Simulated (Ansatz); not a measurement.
# C3H9Cl3SeSi2: small, medium and large basis sets

Aim: see how fast density functionals converge with the basis set for C3H9Cl3SeSi2.

Program: Ansatz 0.2.0, Gaussian basis. Level of theory: one geometry, several basis sets. These are calculated values, not measurements.

The runs, in order: PBE0-D4/def2-SVP; ωB97M-V/def2-SVP; PBE0-D4/def2-QZVPP; ωB97M-V/def2-QZVPP; the functionals' def2-TZVPP values are taken from earlier runs.

### Step 1. The geometry

An earlier PBE0-D4 in a triple-zeta def2 set relaxation fixed the geometry.

SMILES `C[Si](C)(C)[Se][Si](Cl)(Cl)Cl`, 18 atoms, charge 0, spin multiplicity 1.

Atoms are counted from 1 here; the program's logs count them from 0.

Bond lengths: C1–Si2 1.863 Å, C1–H10 1.095 Å, C1–H11 1.091 Å, C1–H12 1.092 Å, Si2–C3 1.867 Å, Si2–C4 1.863 Å, Si2–Se5 2.330 Å, C3–H13 1.094 Å, C3–H14 1.092 Å, C3–H15 1.092 Å, C4–H16 1.095 Å, C4–H17 1.091 Å, C4–H18 1.091 Å, Se5–Si6 2.227 Å, Si6–Cl7 2.036 Å, Si6–Cl8 2.046 Å, Si6–Cl9 2.042 Å. Angles: Si2–C1–H10 109.9°, Si2–C1–H11 111.3°, Si2–C1–H12 110.8°, H10–C1–H11 108.3°, H10–C1–H12 108.3°, H11–C1–H12 108.2°, C1–Si2–C3 111.0°, C1–Si2–C4 111.8°, C1–Si2–Se5 108.8°, C3–Si2–C4 111.2°, C3–Si2–Se5 102.1°, C4–Si2–Se5 111.5°, Si2–C3–H13 109.8°, Si2–C3–H14 111.2°, Si2–C3–H15 111.4°, H13–C3–H14 108.2°, H13–C3–H15 107.9°, H14–C3–H15 108.3° and more.

As a file:

```xyz
18
charge 0, multiplicity 1
C     0.40160   -1.04846   -1.68002
Si    0.60200   -0.24681   -0.00987
C     2.38142   -0.30492    0.55127
C    -0.53099   -1.00447    1.26055
Se    0.23270    2.04356   -0.22830
Si   -1.98903    2.13403   -0.10973
Cl   -2.56756    3.98030   -0.74231
Cl   -2.93118    0.74015   -1.27378
Cl   -2.70915    1.88043    1.78384
H     0.64286   -2.11401   -1.61242
H    -0.62174   -0.95206   -2.04597
H     1.07062   -0.59214   -2.41264
H     2.70927   -1.34552    0.63484
H     2.50424    0.17112    1.52624
H     3.03988    0.19817   -0.16061
H    -0.23504   -2.04712    1.41548
H    -0.46415   -0.48361    2.21719
H    -1.57355   -0.99727    0.93814
```

### Step 2. PBE0-D4 in def2-SVP

The input, in.yaml:

```yaml
crystal:
  periodic: [false, false, false]
  atoms:
    - {symbol: C, position_ang: [0.401599, -1.048459, -1.680016]}
    - {symbol: Si, position_ang: [0.602000, -0.246812, -0.009866]}
    - {symbol: C, position_ang: [2.381418, -0.304917, 0.551268]}
    - {symbol: C, position_ang: [-0.530986, -1.004469, 1.260550]}
    - {symbol: Se, position_ang: [0.232702, 2.043559, -0.228301]}
    - {symbol: Si, position_ang: [-1.989032, 2.134032, -0.109731]}
    - {symbol: Cl, position_ang: [-2.567561, 3.980299, -0.742308]}
    - {symbol: Cl, position_ang: [-2.931177, 0.740148, -1.273781]}
    - {symbol: Cl, position_ang: [-2.709146, 1.880432, 1.783840]}
    - {symbol: H, position_ang: [0.642862, -2.114005, -1.612418]}
    - {symbol: H, position_ang: [-0.621740, -0.952057, -2.045968]}
    - {symbol: H, position_ang: [1.070615, -0.592140, -2.412642]}
    - {symbol: H, position_ang: [2.709267, -1.345515, 0.634838]}
    - {symbol: H, position_ang: [2.504236, 0.171125, 1.526241]}
    - {symbol: H, position_ang: [3.039884, 0.198174, -0.160613]}
    - {symbol: H, position_ang: [-0.235036, -2.047116, 1.415475]}
    - {symbol: H, position_ang: [-0.464155, -0.483612, 2.217194]}
    - {symbol: H, position_ang: [-1.573550, -0.997269, 0.938137]}
basis:
  gaussian: {orbitals: def2-SVP}
hamiltonian: {xc: pbe0, dispersion: d4}
output: {orbitals: {seedname: orbitals}}
```

Further steps of the session: ωB97M-V in def2-SVP; PBE0-D4 in def2-QZVPP; ωB97M-V in def2-QZVPP.

Before running them: what should the planned runs give, taken together? Wanted: PBE0-D4: double and triple zeta above quadruple; ωB97M-V: double and triple zeta above quadruple.

As calculated:

| quantity | value |
| --- | --- |
| PBE0-D4: double and triple zeta above quadruple | 33.43, 3.18 eV |
| ωB97M-V: double and triple zeta above quadruple | 33.32, 3.04 eV |

What this shows: For PBE0-D4 the step from double to triple zeta gains 30.25 eV and the next only 3.18 eV. These are total energies; as a rule much of such shifts cancels in differences, which this series doesn't test. The LUMO of ωB97M-V is positive and keeps falling with the basis (1.78 to 1.11 eV): an unbound level that the basis holds in place.
